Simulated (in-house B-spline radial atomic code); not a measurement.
# Hf²⁺: binding energies from hole states

How tightly is each shell of Hf²⁺ bound, and how much do the other electrons relax when one leaves?

The numbers are computed with in-house B-spline radial atomic code version 1 (Dirac-Hartree-Fock, average of configuration, Fermi nucleus, basis-set limit), except any that are marked as measured or tabulated.

## Step 1: The atom as given

* element: hafnium (Z = 72)
* charge: +2
* electrons: 70
* configuration: [Xe] 4f14 5d2
* Hamiltonian: Dirac-Coulomb
* nucleus: Fermi, rms radius 5.347 fm

The outer shells:

[Xe] 4f14 5d2
```
[Xe] core
4f [↑↓][↑↓][↑↓][↑↓][↑↓][↑↓][↑↓]
5d [↑ ][↑ ][  ][  ][  ]
```

The boxes draw the filling by Hund's rule, which heavy ions in jj coupling don't follow; these runs average over all states of the configuration.

Settings, as recorded:

```ini
Z = 72
electrons = 70.0
configuration = [Xe] 4f14 5d2
hamiltonian = dirac
method = hf
spin_polarised = False
nucleus = fermi
rms_radius = 5.347
mass_number = 180
atomic_mass = 179.946559537
speed_of_light = 137.035999084
```

The reference is known from an earlier run: -15088.035335 hartree in all. Up to eight levels, counted from the top:

```csv
orbital,occupation,energy (eV),<r> (bohr)
4d5/2,6,-248.56,0.5410
5s1/2,2,-94.996,1.156
5p1/2,2,-64.409,1.279
5p3/2,4,-56.175,1.380
4f5/2,6,-47.023,0.6547
4f7/2,8,-45.072,0.6661
5d3/2,0.8,-21.397,2.084
5d5/2,1.2,-20.988,2.138
```

## Step 2: The 3d3/2 hole

In configurations, a minus sign after the shell means j = l − 1/2 and a plus sign j = l + 1/2; the count of electrons follows.

Settings: those of step 1 with these lines changed.

```diff
@@ -1,4 +1,4 @@
 Z = 72
-electrons = 70.0
-configuration = [Xe] 4f14 5d2
+electrons = 69.0
+configuration = 1s2 2s2 2p6 3s2 3p6 3d-3 3d+6 4s2 4p6 4d10 4f14 5s2 5p6 5d2
 hamiltonian = dirac
```

Main fields of the result record, rounded:

```text
status: converged
scf [iteration, energy, orbital gradient]:
  - [1, -15021.9855595, 0.609]
  - [2, -15022.6542015, 0.311]
  - [3, -15024.0038354, 0.0256]
  - [4, -15024.0095537, 0.00783]
  - [5, -15024.0100036, 0.00166]
  - [6, -15024.0100319, 0.00161]
  - [7, -15024.0100691, 6.55e-05]
  - [8, -15024.0100692, 1.56e-05]
  - [9, -15024.0100692, 3.34e-06]
  - [10, -15024.0100692, 3.23e-07]
energy [hartree]: {"total": -15024.0100692, "kinetic": 16802.000522, "nuclear": -37306.6746951, "coulomb": 5776.93844094, "exact_exchange": -296.27433701}
breit [hartree]: {"gaunt": 17.34033, "retardation": -1.835649, "frequency_dependence": -0.290975}
qed [hartree]: {"self_energy": 12.62189, "uehling": -2.297298, "wichmann_kroll": 0.08750709}
recoil [hartree]: 0.02872202
total_with_corrections [hartree]: -14998.3555388
orbitals [hartree, bohr; first row names the columns]:
  - ["name", "occ", "eps", "<r>"]
  - ["1s1/2", 2.0, -2420.319, 0.018987]
  - ["2s1/2", 2.0, -421.88274, 0.07967]
  - ["2p1/2", 2.0, -402.12923, 0.06614]
  - ["2p3/2", 4.0, -358.37194, 0.073838]
  - ["3s1/2", 2.0, -100.07272, 0.20683]
  - ["3p1/2", 2.0, -91.226077, 0.19704]
  - ["3p3/2", 4.0, -81.835143, 0.21097]
  - ["3d3/2", 3.0, -67.566359, 0.18627]
  - ["3d5/2", 6.0, -65.533588, 0.18934]
  - ["4s1/2", 2.0, -22.385165, 0.46483]
  - ["4p1/2", 2.0, -18.765293, 0.47135]
  - ["4p3/2", 4.0, -16.52385, 0.50163]
  - ["4d3/2", 4.0, -10.546258, 0.52062]
  - ["4d5/2", 6.0, -10.162345, 0.53163]
  - ["4f5/2", 6.0, -2.6209428, 0.61824]
  - ["4f7/2", 8.0, -2.5813203, 0.62316]
  - ["5s1/2", 2.0, -4.1468356, 1.1281]
  - ["5p1/2", 2.0, -2.9839155, 1.2362]
  - ["5p3/2", 4.0, -2.6580397, 1.3269]
  - ["5d3/2", 0.8, -1.2787541, 1.8247]
  - ["5d5/2", 1.2, -1.2576071, 1.8636]
sum_r [bohr^k]: {"-1": 518.1732, "1": 35.54944, "2": 35.0658}
energy_minus_base [hartree]: 64.0252656
energy_minus_base_with_corrections [hartree]: 63.9248054
```

Run time: 1.6 s. Hardware: 1 thread, shared host.

energy_minus_base is the energy less that of the reference run.

## Step 3: The 3d5/2 hole

Settings: those of step 2 with these lines changed.

```diff
@@ -2,3 +2,3 @@
 electrons = 69.0
-configuration = 1s2 2s2 2p6 3s2 3p6 3d-3 3d+6 4s2 4p6 4d10 4f14 5s2 5p6 5d2
+configuration = 1s2 2s2 2p6 3s2 3p6 3d-4 3d+5 4s2 4p6 4d10 4f14 5s2 5p6 5d2
 hamiltonian = dirac
```

From the record:

```text
status: converged
scf [iteration, energy, orbital gradient]:
  - [1, -15024.0549799, 0.608]
  - [2, -15024.7156936, 0.307]
  - [3, -15026.0477898, 0.0256]
  - [4, -15026.0534492, 0.00767]
  - [5, -15026.0538967, 0.00165]
  - [6, -15026.0539253, 0.00158]
  - [7, -15026.053962, 6.98e-05]
  - [8, -15026.0539621, 2.34e-05]
  - [9, -15026.0539622, 3.51e-06]
  - [10, -15026.0539622, 6.7e-07]
energy [hartree]: {"total": -15026.0539622, "kinetic": 16808.1768604, "nuclear": -37316.5687704, "coulomb": 5778.72918229, "exact_exchange": -296.391234398}
breit [hartree]: {"gaunt": 17.38103, "retardation": -1.835964, "frequency_dependence": -0.2897394}
qed [hartree]: {"self_energy": 12.61619, "uehling": -2.297236, "wichmann_kroll": 0.08750477}
recoil [hartree]: 0.02871388
total_with_corrections [hartree]: -15000.3634639
orbitals [hartree, bohr; first row names the columns]:
  - ["name", "occ", "eps", "<r>"]
  - ["1s1/2", 2.0, -2420.179, 0.018987]
  - ["2s1/2", 2.0, -421.77876, 0.079675]
  - ["2p1/2", 2.0, -402.19839, 0.066176]
  - ["2p3/2", 4.0, -358.15538, 0.073825]
  - ["3s1/2", 2.0, -100.04421, 0.20686]
  - ["3p1/2", 2.0, -91.504896, 0.19696]
  - ["3p3/2", 4.0, -81.667467, 0.21109]
  - ["3d3/2", 4.0, -67.59667, 0.18506]
  - ["3d5/2", 5.0, -65.453933, 0.19067]
  - ["4s1/2", 2.0, -22.382488, 0.46488]
  - ["4p1/2", 2.0, -18.784533, 0.47117]
  - ["4p3/2", 4.0, -16.511697, 0.50183]
  - ["4d3/2", 4.0, -10.587788, 0.52073]
  - ["4d5/2", 6.0, -10.133694, 0.53133]
  - ["4f5/2", 6.0, -2.6616474, 0.61396]
  - ["4f7/2", 8.0, -2.5535861, 0.62647]
  - ["5s1/2", 2.0, -4.1467416, 1.1282]
  - ["5p1/2", 2.0, -2.985474, 1.2358]
  - ["5p3/2", 4.0, -2.6571465, 1.3272]
  - ["5d3/2", 0.8, -1.2809274, 1.8217]
  - ["5d5/2", 1.2, -1.2561001, 1.8659]
sum_r [bohr^k]: {"-1": 518.3106, "1": 35.54977, "2": 35.07237}
energy_minus_base [hartree]: 61.9813726
energy_minus_base_with_corrections [hartree]: 61.9168804
```

It took 1.6 s on 1 thread, shared host.

## Step 4: The 4s hole

Settings: those of step 3 with these lines changed.

```diff
@@ -2,3 +2,3 @@
 electrons = 69.0
-configuration = 1s2 2s2 2p6 3s2 3p6 3d-4 3d+5 4s2 4p6 4d10 4f14 5s2 5p6 5d2
+configuration = 1s2 2s2 2p6 3s2 3p6 3d10 4s1 4p6 4d10 4f14 5s2 5p6 5d2
 hamiltonian = dirac
```

From the record:

```text
status: converged
scf [iteration, energy, orbital gradient]:
  - [1, -15066.0374137, 0.614]
  - [2, -15066.7139962, 0.153]
  - [3, -15067.1966573, 0.0203]
  - [4, -15067.2006112, 0.00649]
  - [5, -15067.2010863, 0.0011]
  - [6, -15067.201101, 0.00116]
  - [7, -15067.2011285, 0.000155]
  - [8, -15067.2011288, 2.2e-05]
  - [9, -15067.2011289, 1.53e-06]
  - [10, -15067.2011289, 3.65e-07]
energy [hartree]: {"total": -15067.2011289, "kinetic": 16839.4368699, "nuclear": -37430.7486625, "coulomb": 5822.88060258, "exact_exchange": -298.769938865}
breit [hartree]: {"gaunt": 17.42894, "retardation": -1.844584, "frequency_dependence": -0.2904566}
qed [hartree]: {"self_energy": 12.57245, "uehling": -2.289338, "wichmann_kroll": 0.08721112}
recoil [hartree]: 0.02853637
total_with_corrections [hartree]: -15041.5083673
orbitals [hartree, bohr; first row names the columns]:
  - ["name", "occ", "eps", "<r>"]
  - ["1s1/2", 2.0, -2418.2909, 0.018986]
  - ["2s1/2", 2.0, -419.81087, 0.079716]
  - ["2p1/2", 2.0, -400.17475, 0.066193]
  - ["2p3/2", 4.0, -356.26476, 0.073877]
  - ["3s1/2", 2.0, -98.981848, 0.20781]
  - ["3p1/2", 2.0, -90.341171, 0.19783]
  - ["3p3/2", 4.0, -80.773356, 0.21199]
  - ["3d3/2", 4.0, -66.283007, 0.18628]
  - ["3d5/2", 6.0, -64.216449, 0.19067]
  - ["4s1/2", 1.0, -22.301314, 0.46945]
  - ["4p1/2", 2.0, -18.480588, 0.47472]
  - ["4p3/2", 4.0, -16.259515, 0.50568]
  - ["4d3/2", 4.0, -10.430079, 0.52619]
  - ["4d5/2", 6.0, -10.012064, 0.53729]
  - ["4f5/2", 6.0, -2.602943, 0.62643]
  - ["4f7/2", 8.0, -2.5282243, 0.63565]
  - ["5s1/2", 2.0, -4.1307354, 1.1307]
  - ["5p1/2", 2.0, -2.9827088, 1.2386]
  - ["5p3/2", 4.0, -2.6535759, 1.3302]
  - ["5d3/2", 0.8, -1.2792287, 1.8265]
  - ["5d5/2", 1.2, -1.2556843, 1.8689]
sum_r [bohr^k]: {"-1": 519.8964, "1": 35.55072, "2": 35.29682}
energy_minus_base [hartree]: 20.8342059
energy_minus_base_with_corrections [hartree]: 20.771977
```

Wall time 1.6 s (1 thread, shared host).

## Step 5: The 4p1/2 hole

Settings: those of step 4 with these lines changed.

```diff
@@ -2,3 +2,3 @@
 electrons = 69.0
-configuration = 1s2 2s2 2p6 3s2 3p6 3d10 4s1 4p6 4d10 4f14 5s2 5p6 5d2
+configuration = 1s2 2s2 2p6 3s2 3p6 3d10 4s2 4p-1 4p+4 4d10 4f14 5s2 5p6 5d2
 hamiltonian = dirac
```

From the record:

```text
status: converged
scf [iteration, energy, orbital gradient]:
  - [1, -15069.6348056, 0.613]
  - [2, -15070.3167882, 0.142]
  - [3, -15070.7919559, 0.0208]
  - [4, -15070.7958944, 0.00666]
  - [5, -15070.7963749, 0.00112]
  - [6, -15070.7963903, 0.00113]
  - [7, -15070.7964174, 0.00014]
  - [8, -15070.7964177, 2.28e-05]
  - [9, -15070.7964178, 1.84e-06]
  - [10, -15070.7964178, 2.78e-07]
energy [hartree]: {"total": -15070.7964178, "kinetic": 16844.030173, "nuclear": -37438.5336347, "coulomb": 5822.78289752, "exact_exchange": -299.075853562}
breit [hartree]: {"gaunt": 17.40297, "retardation": -1.8408, "frequency_dependence": -0.2905567}
qed [hartree]: {"self_energy": 12.61014, "uehling": -2.295736, "wichmann_kroll": 0.08744351}
recoil [hartree]: 0.02864413
total_with_corrections [hartree]: -15045.0943103
orbitals [hartree, bohr; first row names the columns]:
  - ["name", "occ", "eps", "<r>"]
  - ["1s1/2", 2.0, -2418.3552, 0.018986]
  - ["2s1/2", 2.0, -419.85756, 0.079704]
  - ["2p1/2", 2.0, -400.15656, 0.0662]
  - ["2p3/2", 4.0, -356.29279, 0.073873]
  - ["3s1/2", 2.0, -99.033309, 0.20758]
  - ["3p1/2", 2.0, -90.283023, 0.19806]
  - ["3p3/2", 4.0, -80.786392, 0.21198]
  - ["3d3/2", 4.0, -66.266144, 0.18627]
  - ["3d5/2", 6.0, -64.220901, 0.19067]
  - ["4s1/2", 2.0, -22.084563, 0.4677]
  - ["4p1/2", 1.0, -18.687648, 0.4767]
  - ["4p3/2", 4.0, -16.369825, 0.50509]
  - ["4d3/2", 4.0, -10.319455, 0.52721]
  - ["4d5/2", 6.0, -10.04716, 0.5369]
  - ["4f5/2", 6.0, -2.5675975, 0.62896]
  - ["4f7/2", 8.0, -2.5398313, 0.63485]
  - ["5s1/2", 2.0, -4.1447312, 1.1303]
  - ["5p1/2", 2.0, -2.9696517, 1.2399]
  - ["5p3/2", 4.0, -2.6580123, 1.329]
  - ["5d3/2", 0.8, -1.2772272, 1.8293]
  - ["5d5/2", 1.2, -1.2564674, 1.8676]
sum_r [bohr^k]: {"-1": 520.0046, "1": 35.54985, "2": 35.29728}
energy_minus_base [hartree]: 17.238917
energy_minus_base_with_corrections [hartree]: 17.1860339
```

Run time: 1.6 s. Hardware: 1 thread, shared host.

## Step 6: The 4p3/2 hole

Settings: those of step 5 with these lines changed.

```diff
@@ -2,3 +2,3 @@
 electrons = 69.0
-configuration = 1s2 2s2 2p6 3s2 3p6 3d10 4s2 4p-1 4p+4 4d10 4f14 5s2 5p6 5d2
+configuration = 1s2 2s2 2p6 3s2 3p6 3d10 4s2 4p-2 4p+3 4d10 4f14 5s2 5p6 5d2
 hamiltonian = dirac
```

From the record:

```text
status: converged
scf [iteration, energy, orbital gradient]:
  - [1, -15071.8429135, 0.61]
  - [2, -15072.5363429, 0.131]
  - [3, -15072.9603655, 0.0202]
  - [4, -15072.9642491, 0.00659]
  - [5, -15072.9647232, 0.00127]
  - [6, -15072.9647388, 0.00111]
  - [7, -15072.9647663, 0.000135]
  - [8, -15072.9647667, 2.54e-05]
  - [9, -15072.9647667, 1.72e-06]
  - [10, -15072.9647667, 5.22e-07]
energy [hartree]: {"total": -15072.9647667, "kinetic": 16851.5441038, "nuclear": -37450.3471361, "coulomb": 5825.05944079, "exact_exchange": -299.221175132}
breit [hartree]: {"gaunt": 17.42664, "retardation": -1.841015, "frequency_dependence": -0.2872282}
qed [hartree]: {"self_energy": 12.60807, "uehling": -2.296286, "wichmann_kroll": 0.08746715}
recoil [hartree]: 0.02860999
total_with_corrections [hartree]: -15047.2385056
orbitals [hartree, bohr; first row names the columns]:
  - ["name", "occ", "eps", "<r>"]
  - ["1s1/2", 2.0, -2418.2257, 0.018986]
  - ["2s1/2", 2.0, -419.78538, 0.079707]
  - ["2p1/2", 2.0, -400.12956, 0.066192]
  - ["2p3/2", 4.0, -356.19714, 0.073881]
  - ["3s1/2", 2.0, -98.979588, 0.20762]
  - ["3p1/2", 2.0, -90.301821, 0.19783]
  - ["3p3/2", 4.0, -80.701905, 0.21224]
  - ["3d3/2", 4.0, -66.231674, 0.1863]
  - ["3d5/2", 6.0, -64.155886, 0.19069]
  - ["4s1/2", 2.0, -22.071306, 0.46766]
  - ["4p1/2", 2.0, -18.576858, 0.47457]
  - ["4p3/2", 3.0, -16.38124, 0.50789]
  - ["4d3/2", 4.0, -10.435631, 0.52636]
  - ["4d5/2", 6.0, -9.9483713, 0.53797]
  - ["4f5/2", 6.0, -2.5944211, 0.62783]
  - ["4f7/2", 8.0, -2.4978083, 0.63857]
  - ["5s1/2", 2.0, -4.1447249, 1.1306]
  - ["5p1/2", 2.0, -2.9871235, 1.2379]
  - ["5p3/2", 4.0, -2.6520057, 1.3289]
  - ["5d3/2", 0.8, -1.2801794, 1.8255]
  - ["5d5/2", 1.2, -1.2554869, 1.8695]
sum_r [bohr^k]: {"-1": 520.1687, "1": 35.54776, "2": 35.31219}
energy_minus_base [hartree]: 15.0705681
energy_minus_base_with_corrections [hartree]: 15.0418386
```

Wall time 1.6 s (1 thread, shared host).

## Step 7: The 4d3/2 hole

Settings: those of step 6 with these lines changed.

```diff
@@ -2,3 +2,3 @@
 electrons = 69.0
-configuration = 1s2 2s2 2p6 3s2 3p6 3d10 4s2 4p-2 4p+3 4d10 4f14 5s2 5p6 5d2
+configuration = 1s2 2s2 2p6 3s2 3p6 3d10 4s2 4p6 4d-3 4d+6 4f14 5s2 5p6 5d2
 hamiltonian = dirac
```

From the record:

```text
status: converged
scf [iteration, energy, orbital gradient]:
  - [1, -15077.7651387, 0.606]
  - [2, -15078.4790646, 0.122]
  - [3, -15078.8751644, 0.0206]
  - [4, -15078.8788559, 0.0064]
  - [5, -15078.8793502, 0.00112]
  - [6, -15078.8793647, 0.00105]
  - [7, -15078.8793899, 0.000121]
  - [8, -15078.8793902, 2.82e-05]
  - [9, -15078.8793902, 1.75e-06]
  - [10, -15078.8793902, 3.97e-07]
energy [hartree]: {"total": -15078.8793902, "kinetic": 16857.8372101, "nuclear": -37463.0945235, "coulomb": 5826.17617285, "exact_exchange": -299.798249682}
breit [hartree]: {"gaunt": 17.44606, "retardation": -1.845794, "frequency_dependence": -0.2900668}
qed [hartree]: {"self_energy": 12.61304, "uehling": -2.296271, "wichmann_kroll": 0.08746794}
recoil [hartree]: 0.02865137
total_with_corrections [hartree]: -15053.1363019
orbitals [hartree, bohr; first row names the columns]:
  - ["name", "occ", "eps", "<r>"]
  - ["1s1/2", 2.0, -2418.0895, 0.018987]
  - ["2s1/2", 2.0, -419.76252, 0.07971]
  - ["2p1/2", 2.0, -400.06067, 0.066194]
  - ["2p3/2", 4.0, -356.19083, 0.07388]
  - ["3s1/2", 2.0, -98.977899, 0.20759]
  - ["3p1/2", 2.0, -90.278536, 0.19781]
  - ["3p3/2", 4.0, -80.722242, 0.21201]
  - ["3d3/2", 4.0, -66.179254, 0.18653]
  - ["3d5/2", 6.0, -64.160067, 0.19068]
  - ["4s1/2", 2.0, -22.172996, 0.46765]
  - ["4p1/2", 2.0, -18.459794, 0.47468]
  - ["4p3/2", 4.0, -16.367695, 0.50525]
  - ["4d3/2", 3.0, -10.428178, 0.52605]
  - ["4d5/2", 6.0, -10.031766, 0.53738]
  - ["4f5/2", 6.0, -2.5059379, 0.63311]
  - ["4f7/2", 8.0, -2.5206845, 0.63724]
  - ["5s1/2", 2.0, -4.1476225, 1.1302]
  - ["5p1/2", 2.0, -2.9808434, 1.2395]
  - ["5p3/2", 4.0, -2.6589923, 1.329]
  - ["5d3/2", 0.8, -1.274963, 1.8333]
  - ["5d5/2", 1.2, -1.2566926, 1.8676]
sum_r [bohr^k]: {"-1": 520.3457, "1": 35.54245, "2": 35.30936}
energy_minus_base [hartree]: 9.15594458
energy_minus_base_with_corrections [hartree]: 9.14404234
```

It took 1.6 s on 1 thread, shared host.

## Step 8: The 4d5/2 hole

Settings: those of step 7 with these lines changed.

```diff
@@ -2,3 +2,3 @@
 electrons = 69.0
-configuration = 1s2 2s2 2p6 3s2 3p6 3d10 4s2 4p6 4d-3 4d+6 4f14 5s2 5p6 5d2
+configuration = 1s2 2s2 2p6 3s2 3p6 3d10 4s2 4p6 4d-4 4d+5 4f14 5s2 5p6 5d2
 hamiltonian = dirac
```

From the record:

```text
status: converged
scf [iteration, energy, orbital gradient]:
  - [1, -15078.1760403, 0.606]
  - [2, -15078.8935475, 0.12]
  - [3, -15079.274582, 0.0205]
  - [4, -15079.2782533, 0.00636]
  - [5, -15079.2787469, 0.00112]
  - [6, -15079.2787614, 0.00105]
  - [7, -15079.278787, 0.000114]
  - [8, -15079.2787872, 3.5e-05]
  - [9, -15079.2787873, 2.7e-06]
  - [10, -15079.2787873, 7.14e-07]
energy [hartree]: {"total": -15079.2787873, "kinetic": 16859.0507997, "nuclear": -37465.3499291, "coulomb": 5826.86116393, "exact_exchange": -299.840821805}
breit [hartree]: {"gaunt": 17.4543, "retardation": -1.845855, "frequency_dependence": -0.2898012}
qed [hartree]: {"self_energy": 12.61191, "uehling": -2.296257, "wichmann_kroll": 0.08746743}
recoil [hartree]: 0.02864971
total_with_corrections [hartree]: -15053.5283736
orbitals [hartree, bohr; first row names the columns]:
  - ["name", "occ", "eps", "<r>"]
  - ["1s1/2", 2.0, -2418.0576, 0.018987]
  - ["2s1/2", 2.0, -419.73808, 0.079711]
  - ["2p1/2", 2.0, -400.06717, 0.066198]
  - ["2p3/2", 4.0, -356.14675, 0.073879]
  - ["3s1/2", 2.0, -98.963522, 0.2076]
  - ["3p1/2", 2.0, -90.275604, 0.19784]
  - ["3p3/2", 4.0, -80.701674, 0.21199]
  - ["3d3/2", 4.0, -66.21112, 0.1863]
  - ["3d5/2", 6.0, -64.114411, 0.19091]
  - ["4s1/2", 2.0, -22.167429, 0.46769]
  - ["4p1/2", 2.0, -18.598035, 0.47466]
  - ["4p3/2", 4.0, -16.293323, 0.50545]
  - ["4d3/2", 4.0, -10.444016, 0.52646]
  - ["4d5/2", 5.0, -10.014422, 0.53728]
  - ["4f5/2", 6.0, -2.5864943, 0.62877]
  - ["4f7/2", 8.0, -2.4542425, 0.64149]
  - ["5s1/2", 2.0, -4.147506, 1.1303]
  - ["5p1/2", 2.0, -2.9879616, 1.2379]
  - ["5p3/2", 4.0, -2.6562915, 1.33]
  - ["5d3/2", 0.8, -1.2803994, 1.8253]
  - ["5d5/2", 1.2, -1.2534231, 1.8729]
sum_r [bohr^k]: {"-1": 520.377, "1": 35.54217, "2": 35.31613}
energy_minus_base [hartree]: 8.75654752
energy_minus_base_with_corrections [hartree]: 8.75197065
```

It took 1.6 s on 1 thread, shared host.

## Step 9: Results

| hole | ΔSCF (eV) | with Breit, QED, recoil (eV) | −ε of the parent (eV) | −ε less ΔSCF (eV) |
| --- | --- | --- | --- | --- |
| 3d3/2 | 1742.22 | 1739.48 | 1774.28 | 32.07 |
| 3d5/2 | 1686.60 | 1684.84 | 1718.12 | 31.52 |
| 4s | 566.93 | 565.23 | 579.48 | 12.55 |
| 4p1/2 | 469.09 | 467.66 | 481.39 | 12.30 |
| 4p3/2 | 410.09 | 409.31 | 421.30 | 11.20 |
| 4d3/2 | 249.15 | 248.82 | 259.80 | 10.66 |
| 4d5/2 | 238.28 | 238.15 | 248.56 | 10.28 |

Koopmans' values overshoot, as they freeze the orbitals; relaxation lowers the cost by 32.1 eV for 3d3/2 and 10.28 eV for 4d5/2. The spin-orbit splitting of the 3d hole is 54.64 eV with those corrections. Two partly filled shells share a symmetry and can mix in the average, which may lower the energy, in these hole states: 3d3/2; 3d5/2; 4d3/2; 4d5/2. Values are for the free ion, measured from the vacuum level.
